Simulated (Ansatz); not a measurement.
**SiH₆O₂ (built from SMILES O.O[SiH3]): a barrier at many levels of theory**

Aim: the barrier and energy of one elementary step (Si1–O7 formed, H2–H6 formed, Si1–H2 broken, H6–O7 broken) from LDA up to coupled cluster, on fixed structures, to see where each rung fails.

Method: single points in def2-TZVPP on PBE0-D4/def2-TZVP structures; program: Ansatz 0.2.0, Gaussian basis.

Levels: SPW92, PBE-D4, BLYP-D4, r2SCAN-D4, B97M-V, PBE0-D4, B3LYP-D4, r2SCAN0-D4, BHLYP-D4, CAM-B3LYP-D4, wB97X-V, wB97M-V, B2PLYP, PBE-QIDH, RPA on PBE, Hartree-Fock, MP2, CCSD, CCSD(T). The reference is CCSD(T) at the basis limit, from triple and quadruple zeta. Zero-point energies come from PBE0-D4 vibrations.

Cores are frozen in the correlated methods. B3LYP uses VWN-RPA correlation. B2PLYP carries no dispersion term here.

23 further runs of the same task are left out: 23 set aside as unsound or not needed.

## Step 1: Start, saddle and end, as given

Charge 0, multiplicity 1. The folders r, ts and p hold the start, the saddle and the end; their coordinates stand in the first inputs.

```tsv
pair	r (Å)	ts (Å)	p (Å)
Si1–O7	3.763	1.889	1.644
H2–H6	4.447	1.182	0.748
Si1–H2	1.493	1.735	3.809
H6–O7	0.960	1.099	2.772
```

## Step 2: wB97M-V/def2-TZVPP

Contents of r/in.yaml:

```yaml
crystal:
  periodic: [false, false, false]
  atoms:
    - {symbol: Si, position_ang: [-1.237648, -0.864789, 0.346574]}
    - {symbol: H, position_ang: [-0.682182, -1.897758, -0.576806]}
    - {symbol: H, position_ang: [-2.705388, -1.048056, 0.450065]}
    - {symbol: H, position_ang: [-0.621965, -1.102460, 1.685424]}
    - {symbol: O, position_ang: [-0.977208, 0.655680, -0.195496]}
    - {symbol: H, position_ang: [2.291056, 1.295535, 0.281199]}
    - {symbol: O, position_ang: [1.744293, 1.266382, -0.507545]}
    - {symbol: H, position_ang: [-0.054086, 0.926556, -0.323532]}
    - {symbol: H, position_ang: [2.243026, 0.769011, -1.160083]}
basis:
  gaussian: {orbitals: def2-TZVPP}
hamiltonian: {xc: {name: wB97M-V}}
```

Contents of ts/in.yaml:

```yaml
crystal:
  periodic: [false, false, false]
  atoms:
    - {symbol: Si, position_ang: [-0.459510, -0.323023, 0.174655]}
    - {symbol: H, position_ang: [0.689555, -1.610612, -0.001435]}
    - {symbol: H, position_ang: [-1.273941, -1.013676, -0.849568]}
    - {symbol: H, position_ang: [-0.562219, -0.652182, 1.616976]}
    - {symbol: O, position_ang: [-1.217626, 1.165881, 0.043514]}
    - {symbol: H, position_ang: [1.351509, -0.688953, -0.333145]}
    - {symbol: O, position_ang: [1.226725, 0.401165, -0.274073]}
    - {symbol: H, position_ang: [-1.009829, 1.814488, 0.718355]}
    - {symbol: H, position_ang: [1.255235, 0.907010, -1.095480]}
basis:
  gaussian: {orbitals: def2-TZVPP}
hamiltonian: {xc: {name: wB97M-V}}
```

Contents of p/in.yaml:

```yaml
crystal:
  periodic: [false, false, false]
  atoms:
    - {symbol: Si, position_ang: [-1.018368, 0.191019, -0.217706]}
    - {symbol: H, position_ang: [2.265144, -1.109404, 1.209126]}
    - {symbol: H, position_ang: [-2.135135, 0.934100, -0.845497]}
    - {symbol: H, position_ang: [-1.467813, -1.020286, 0.505827]}
    - {symbol: O, position_ang: [-0.333368, 1.283258, 0.797420]}
    - {symbol: H, position_ang: [1.939137, -1.081947, 0.536746]}
    - {symbol: O, position_ang: [0.025812, -0.390761, -1.345906]}
    - {symbol: H, position_ang: [0.372461, 0.972522, 1.366926]}
    - {symbol: H, position_ang: [0.352026, 0.221597, -2.007138]}
basis:
  gaussian: {orbitals: def2-TZVPP}
hamiltonian: {xc: {name: wB97M-V}}
```

The command line of these runs was not kept.

Further steps of the session: CCSD(T)/def2-TZVPP; MP2/def2-QZVPP; Vibrations of the start structure; Vibrations of the end structure.

Before running it: what results should come out? Wanted: barrier, CCSD(T)/CBS; reverse barrier, CCSD(T)/CBS; step energy, CCSD(T)/CBS; barrier with zero-point energy; step energy with zero-point energy; imaginary mode at the saddle; largest T1 diagnostic.

The runs gave:

| quantity | value |
| --- | --- |
| barrier, CCSD(T)/CBS | 170.3 kJ/mol |
| reverse barrier, CCSD(T)/CBS | 241.6 kJ/mol |
| step energy, CCSD(T)/CBS | -71.3 kJ/mol |
| barrier with zero-point energy | 163.6 kJ/mol |
| step energy with zero-point energy | -84.9 kJ/mol |
| imaginary mode at the saddle | 1064i cm⁻¹ |
| largest T1 diagnostic | 0.012 |

Among the functionals B2PLYP lands nearest to CCSD(T)/CBS (+2.0 kJ/mol) and SPW92 farthest (-60.7 kJ/mol). By rung, the mean size of the error is: LDA 60.7, GGA 20.4, meta-GGA 17.1, hybrid 10.9, range-separated hybrid 5.9, double hybrid 3.8 kJ/mol. PBE-D4 gives a barrier 29.4 kJ/mol too low, outside chemical accuracy (1 kcal/mol, 4.2 kJ/mol). Every functional without exact exchange puts the barrier too low, the usual mark of self-interaction error, which favours the spread-out density of a saddle. The barrier rises with the share of exact exchange, from BLYP-D4 through B3LYP-D4 to BHLYP-D4 (-11.3, -2.8, +12.4 kJ/mol). Hartree-Fock, with no correlation, is off by +56.8 kJ/mol. Zero-point motion lowers the barrier by 6.7 kJ/mol.
